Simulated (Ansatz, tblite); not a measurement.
**Ge26H30 bond sphere (AlGe₂₄H₃₀P): one state, many levels**

The task here is to estimate one member of a computed series from the others.

The runs use Ansatz 0.2.0, Gaussian basis; as each input shows.

Plan: GFN1-xTB, GFN2-xTB, PBE-D4/def2-SVP, r2SCAN-D4/def2-SVP, r2SCANh-D4/def2-SVP, PBE0-D4/def2-TZVP, PBE-D4/def2-TZVP, HF/STO-3G, HF/6-31G, B3LYP-D4/6-31G.

1 further run of the same task is left out (set aside as unsound or not needed). Runs told in other sessions of the task aren't counted.

## The structure

The singlet was relaxed beforehand with PBE-D4/def2-SVP.

56 atoms, charge 0, spin multiplicity 1.

Bond lengths: Ge1–Ge14 2.452 Å, Ge1–Ge15 2.453 Å, Ge1–Ge17 2.454 Å, Ge1–H27 1.564 Å, Ge2–Ge14 2.453 Å, Ge2–Ge16 2.460 Å, Ge2–Ge18 2.458 Å, Ge2–H28 1.563 Å, Ge3–Ge14 2.453 Å, Ge3–P19 2.364 Å, Ge3–H29 1.556 Å, Ge3–H30 1.557 Å, Ge4–Ge17 2.449 Å, Ge4–P19 2.385 Å, Ge4–Ge20 2.453 Å, Ge4–H31 1.565 Å, Ge5–Ge18 2.461 Å, Ge5–P19 2.378 Å and more. Angles: Ge14–Ge1–Ge15 109.6°, Ge14–Ge1–Ge17 107.2°, Ge14–Ge1–H27 108.6°, Ge15–Ge1–Ge17 107.7°, Ge15–Ge1–H27 111.3°, Ge17–Ge1–H27 112.4°, Ge14–Ge2–Ge16 107.2°, Ge14–Ge2–Ge18 109.3°, Ge14–Ge2–H28 107.6°, Ge16–Ge2–Ge18 108.6°, Ge16–Ge2–H28 110.7°, Ge18–Ge2–H28 113.4°, Ge14–Ge3–P19 107.1°, Ge14–Ge3–H29 116.2°, Ge14–Ge3–H30 116.6°, P19–Ge3–H29 102.9°, P19–Ge3–H30 103.3°, H29–Ge3–H30 108.9° and more.

PBE0-D4/def2-SVP was run before; its log isn't repeated, and its numbers join the tables.

The first run:

Tight binding, by tblite at 300 K electronic temperature and without a spin-polarisation term:

```python
tblite.interface.Calculator('GFN1-xTB', numbers, positions, charge=0, uhf=0).singlepoint()
```

Tight binding, by tblite at 300 K electronic temperature and without a spin-polarisation term:

```python
tblite.interface.Calculator('GFN2-xTB', numbers, positions, charge=0, uhf=0).singlepoint()
```

start.molden holds the orbitals of an earlier run on this state, given as this run's starting guess.

File in.yaml:

```yaml
crystal:
  periodic: [false, false, false]
  atoms:
    - {symbol: Ge, position_ang: [-2.055679, -2.115159, -0.706942]}
    - {symbol: Ge, position_ang: [-2.155150, 0.711935, -3.612062]}
    - {symbol: Ge, position_ang: [-4.800345, 0.761795, -0.631751]}
    - {symbol: Ge, position_ang: [-1.954755, 0.654390, 2.039145]}
    - {symbol: Ge, position_ang: [-2.060079, 3.544711, -0.786602]}
    - {symbol: Ge, position_ang: [0.726577, -2.167584, -3.568744]}
    - {symbol: Ge, position_ang: [0.688697, -4.980347, -0.685263]}
    - {symbol: Ge, position_ang: [0.712246, -2.084390, 2.064591]}
    - {symbol: Ge, position_ang: [3.571825, -2.154796, -0.725419]}
    - {symbol: Al, position_ang: [0.913280, 0.851149, -0.891324]}
    - {symbol: Ge, position_ang: [0.724656, 3.560882, 2.145431]}
    - {symbol: Ge, position_ang: [3.548135, 0.744839, 2.154701]}
    - {symbol: Ge, position_ang: [0.642571, 0.664210, 4.963170]}
    - {symbol: Ge, position_ang: [-3.484070, -0.693716, -2.104232]}
    - {symbol: Ge, position_ang: [-0.692248, -3.569110, -2.137483]}
    - {symbol: Ge, position_ang: [-0.759155, -0.793594, -4.966618]}
    - {symbol: Ge, position_ang: [-0.531111, -0.632756, 0.517262]}
    - {symbol: Ge, position_ang: [-0.680582, 2.159814, -2.281157]}
    - {symbol: P, position_ang: [-3.265812, 2.053206, 0.619646]}
    - {symbol: Ge, position_ang: [-0.706216, 2.139153, 3.540942]}
    - {symbol: Ge, position_ang: [-0.812147, 4.937838, 0.812892]}
    - {symbol: Ge, position_ang: [2.239271, -0.750461, -2.242154]}
    - {symbol: Ge, position_ang: [2.123889, -3.543880, 0.687528]}
    - {symbol: Ge, position_ang: [2.099270, -0.684355, 3.524259]}
    - {symbol: Ge, position_ang: [4.928109, -0.722669, 0.743581]}
    - {symbol: Ge, position_ang: [2.215580, 2.227325, 0.713430]}
    - {symbol: H, position_ang: [-2.968382, -2.951371, 0.248539]}
    - {symbol: H, position_ang: [-3.151334, 1.505470, -4.518736]}
    - {symbol: H, position_ang: [-5.635752, 0.048617, 0.470954]}
    - {symbol: H, position_ang: [-5.689946, 1.835042, -1.324988]}
    - {symbol: H, position_ang: [-3.111049, -0.116586, 2.759434]}
    - {symbol: H, position_ang: [-3.274929, 4.315321, -1.404926]}
    - {symbol: H, position_ang: [1.493436, -3.136090, -4.528334]}
    - {symbol: H, position_ang: [-0.224796, -5.859078, 0.221776]}
    - {symbol: H, position_ang: [1.554711, -5.938308, -1.557801]}
    - {symbol: H, position_ang: [-0.268099, -2.941825, 2.931891]}
    - {symbol: H, position_ang: [4.536924, -3.119067, -1.490314]}
    - {symbol: H, position_ang: [1.468904, 4.533043, 3.118447]}
    - {symbol: H, position_ang: [4.480536, 1.539515, 3.126723]}
    - {symbol: H, position_ang: [-0.303183, -0.238088, 5.812171]}
    - {symbol: H, position_ang: [1.463083, 1.551836, 5.946143]}
    - {symbol: H, position_ang: [-4.564207, -1.508425, -2.886099]}
    - {symbol: H, position_ang: [-1.635478, -4.450220, -3.019378]}
    - {symbol: H, position_ang: [-1.695854, -1.706337, -5.816833]}
    - {symbol: H, position_ang: [0.068625, 0.078437, -5.959204]}
    - {symbol: H, position_ang: [-0.141020, 3.251368, -3.267393]}
    - {symbol: H, position_ang: [-4.082022, 2.881031, 1.459002]}
    - {symbol: H, position_ang: [-1.727851, 2.985158, 4.368265]}
    - {symbol: H, position_ang: [-1.851616, 5.683913, 1.705506]}
    - {symbol: H, position_ang: [-0.066230, 6.006842, -0.039981]}
    - {symbol: H, position_ang: [3.251501, -0.150687, -3.274849]}
    - {symbol: H, position_ang: [2.999923, -4.432851, 1.628990]}
    - {symbol: H, position_ang: [2.972302, -1.603001, 4.439227]}
    - {symbol: H, position_ang: [5.822025, -1.614497, 1.659740]}
    - {symbol: H, position_ang: [5.883561, 0.156046, -0.120896]}
    - {symbol: H, position_ang: [3.219437, 3.276384, 0.126138]}
basis:
  gaussian: {orbitals: def2-SVP, fitting: {mean_field: def2-universal-jkfit}, initial_orbitals: start.molden}
hamiltonian: {xc: pbe, dispersion: d4}
scf: {omitted_lower_state_checks: [starts]}
output: {orbitals: {seedname: orbitals}}
```

Launch:

```console
$ ansatz run in.yaml --threads 11 --pin off --events-out ev --progress --plain --max-ram 110592MiB --backend cuda --devices 0, --max-vram 75GiB
```

Among the steps run: PBE-D4/def2-SVP; r2SCAN-D4/def2-SVP; r2SCANh-D4/def2-SVP; PBE0-D4/def2-TZVP; PBE-D4/def2-TZVP; HF/STO-3G; HF/6-31G; B3LYP-D4/6-31G.

One table of the session follows, with a row left open; its other results are not shown here.

It belongs to the step «Binding energy». 

```
              level  binding an atom (eV)
          HF/STO-3G                 3.880
           HF/6-31G                     ?
    PBE-D4/def2-SVP                 2.989
   PBE-D4/def2-TZVP                 2.987
 r2SCAN-D4/def2-SVP                 3.009
r2SCANh-D4/def2-SVP                 2.999
     B3LYP-D4/6-31G                 2.882
   PBE0-D4/def2-SVP                 2.987
  PBE0-D4/def2-TZVP                 2.985
```

Q: Estimate the row for HF/6-31G from the others.

The run gave: binding an atom (eV): 1.887. In the column «binding an atom (eV)» it is the lowest.

Caveats from the session: Free atoms were run apart at each level; binding is atoms less cluster, divided by the number of atoms, without zero-point or spin-orbit terms.
